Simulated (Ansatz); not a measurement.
# Cl2H2Se2Ti: basis-set convergence

Aim: see how fast density functionals converge with the basis set for Cl2H2Se2Ti.

Computed with Ansatz 0.2.0, Gaussian basis. Level: one geometry, several basis sets.

Plan: PBE0-D4/def2-SVP; ωB97M-V/def2-SVP; PBE0-D4/def2-QZVPP; ωB97M-V/def2-QZVPP; the functionals' def2-TZVPP values are taken from earlier runs.

### Step 1. The geometry

The geometry comes from an earlier relaxation with PBE0-D4 in a triple-zeta def2 set; it is a stationary point, not always the lowest conformer.

SMILES `[Cl][Ti]([Cl])([SeH])[SeH]`, 7 atoms, charge 0, spin multiplicity 1.

Atoms are counted from 1 here; the program's logs count them from 0.

Bond lengths: Cl1–Ti2 2.170 Å, Ti2–Cl3 2.170 Å, Ti2–Se4 2.399 Å, Ti2–Se5 2.399 Å, Se4–H6 1.474 Å, Se5–H7 1.474 Å. Angles: Cl1–Ti2–Cl3 115.9°, Cl1–Ti2–Se4 112.4°, Cl1–Ti2–Se5 103.7°, Cl3–Ti2–Se4 103.7°, Cl3–Ti2–Se5 112.4°, Se4–Ti2–Se5 108.7°, Ti2–Se4–H6 89.3°, Ti2–Se5–H7 89.3°.

### Step 2. PBE0-D4 in def2-SVP

The input, in.yaml:

```yaml
crystal:
  periodic: [false, false, false]
  atoms:
    - {symbol: Cl, position_ang: [-0.899359, -2.395076, -0.403764]}
    - {symbol: Ti, position_ang: [0.160243, -0.610394, 0.228786]}
    - {symbol: Cl, position_ang: [1.745567, -0.912976, 1.679017]}
    - {symbol: Se, position_ang: [-1.285675, 0.983379, 1.288865]}
    - {symbol: Se, position_ang: [0.967657, 0.331194, -1.824552]}
    - {symbol: H, position_ang: [-2.094548, 1.040082, 0.058064]}
    - {symbol: H, position_ang: [1.467315, 1.495890, -1.072117]}
basis:
  gaussian: {orbitals: def2-SVP}
hamiltonian: {xc: pbe0, dispersion: d4}
output: {orbitals: {seedname: orbitals}}
```

Command:

```sh
$ ansatz run in.yaml --threads 4 --pin off --events-out ev --progress --plain --max-ram 11315MiB
```

The runs that follow: ωB97M-V in def2-SVP; PBE0-D4 in def2-QZVPP; ωB97M-V in def2-QZVPP.

Before running them: what should the planned runs give, taken together? Wanted: PBE0-D4: double and triple zeta above quadruple; ωB97M-V: double and triple zeta above quadruple.

As calculated:

| quantity | value |
| --- | --- |
| PBE0-D4: double and triple zeta above quadruple | 31.72, 3.92 eV |
| ωB97M-V: double and triple zeta above quadruple | 31.38, 3.77 eV |

In words: For PBE0-D4 the step from double to triple zeta gains 27.79 eV and the next only 3.92 eV. These are total energies; as a rule much of such shifts cancels in differences, which this series doesn't test.
